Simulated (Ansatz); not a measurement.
**B₂H₆OSi: a ladder of functionals and wavefunction methods**

An exercise on one series of results from a longer session: the logs are not shown, and one member is left open.

The runs use Ansatz 0.2.0, Gaussian basis; functionals in def2-TZVPP, the program's frozen cores in correlated methods.

Plan: LDA (SPW92), PBE-D4, revPBE-D4, BLYP-D4, r2SCAN-D4, B97M-V, PBE0-D4, B3LYP-D4, r2SCANh-D4, r2SCAN0-D4, HSE06-D4, BHLYP-D4, CAM-B3LYP-D4, LC-ωPBE, ωB97X-V, ωB97M-V, B2PLYP, PBE-QIDH; CCSD(T)/def2-SVP; CCSD(T)/def2-TZVPP; MP2/def2-QZVPP; extrapolation to the limit; RPA on PBE.

### The geometry

All runs share one geometry, relaxed beforehand with PBE0-D4 in a triple-zeta def2 set.

SMILES `B[SiH2]BO`, 10 atoms, charge 0, spin multiplicity 1.

Atoms are counted from 1 here; the program's logs count them from 0.

Bond lengths: B1–Si2 1.995 Å, B1–H5 1.196 Å, B1–H6 1.196 Å, Si2–B3 2.046 Å, Si2–H7 1.496 Å, Si2–H8 1.491 Å, B3–O4 1.349 Å, B3–H9 1.199 Å, O4–H10 0.961 Å. Angles: Si2–B1–H5 121.2°, Si2–B1–H6 120.9°, H5–B1–H6 117.7°, B1–Si2–B3 104.5°, B1–Si2–H7 112.9°, B1–Si2–H8 112.9°, B3–Si2–H7 108.9°, B3–Si2–H8 108.8°, H7–Si2–H8 108.7°, Si2–B3–O4 122.6°, Si2–B3–H9 121.7°, O4–B3–H9 115.7°, B3–O4–H10 114.2°.

The first run:

File in.yaml:

```yaml
crystal:
  periodic: [false, false, false]
  atoms:
    - {symbol: B, position_ang: [-1.526536, 1.034536, 0.326612]}
    - {symbol: Si, position_ang: [0.407091, 0.781513, -0.095966]}
    - {symbol: B, position_ang: [0.772040, -1.186467, 0.328606]}
    - {symbol: O, position_ang: [0.935662, -2.118476, -0.632507]}
    - {symbol: H, position_ang: [-2.369603, 0.877132, -0.507223]}
    - {symbol: H, position_ang: [-1.886695, 1.259342, 1.444342]}
    - {symbol: H, position_ang: [0.725350, 1.034444, -1.535637]}
    - {symbol: H, position_ang: [1.300567, 1.627495, 0.746079]}
    - {symbol: H, position_ang: [0.840145, -1.586370, 1.457362]}
    - {symbol: H, position_ang: [0.885078, -1.774349, -1.528870]}
basis:
  gaussian: {orbitals: def2-TZVPP}
hamiltonian: {xc: lda}
output: {orbitals: {seedname: orbitals}}
```

The run is started by

```sh
> ansatz run in.yaml --threads 2 --pin off --events-out ev --progress --plain --max-ram 4352MiB
```

Among the steps run: LDA; PBE-D4 (GGA); revPBE-D4 (GGA); BLYP-D4 (GGA); r2SCAN-D4 (meta-GGA); B97M-V (meta-GGA); PBE0-D4 (hybrid); B3LYP-D4 (hybrid); r2SCANh-D4 (hybrid); r2SCAN0-D4 (hybrid); HSE06-D4 (hybrid); BHLYP-D4 (hybrid); CAM-B3LYP-D4 (range-separated); LC-ωPBE (range-separated); ωB97X-V (range-separated); ωB97M-V (range-separated); B2PLYP (double hybrid); PBE-QIDH (double hybrid).

One of the session's tables, all rows but one given; the rest of the session is left out.

It belongs to the step «Orbital energies across the functionals». 

| functional | HOMO (eV) | LUMO (eV) | gap (eV) |
| --- | --- | --- | --- |
| LDA (SPW92) | -6.58 | -3.70 | 2.88 |
| PBE-D4 | -6.47 | -3.44 | 3.03 |
| revPBE-D4 | -6.42 | -3.33 | 3.09 |
| BLYP-D4 | -6.35 | -3.27 | 3.08 |
| r2SCAN-D4 | -6.68 | -3.17 | 3.52 |
| B97M-V | -6.78 | -3.28 | 3.50 |
| PBE0-D4 | -7.61 | -2.52 | 5.09 |
| B3LYP-D4 | -7.43 | -2.70 | 4.72 |
| r2SCANh-D4 | -7.11 | -2.84 | 4.27 |
| r2SCAN0-D4 | -7.76 | -2.36 | 5.39 |
| HSE06-D4 | -7.22 | -2.90 | 4.32 |
| BHLYP-D4 | -8.70 | -1.49 | 7.21 |
| CAM-B3LYP-D4 | -8.93 | -1.41 | 7.52 |
| LC-ωPBE | -10.23 | -0.26 | 9.97 |
| ωB97X-V | -9.90 | -0.35 | 9.54 |
| ωB97M-V | ? | ? | ? |

**Question.** Estimate the row for ωB97M-V.

The run gave: HOMO (eV): -9.72; LUMO (eV): -0.59; gap (eV): 9.13. In the column «HOMO (eV)» it lies between ωB97X-V (-9.90) and CAM-B3LYP-D4 (-8.93).
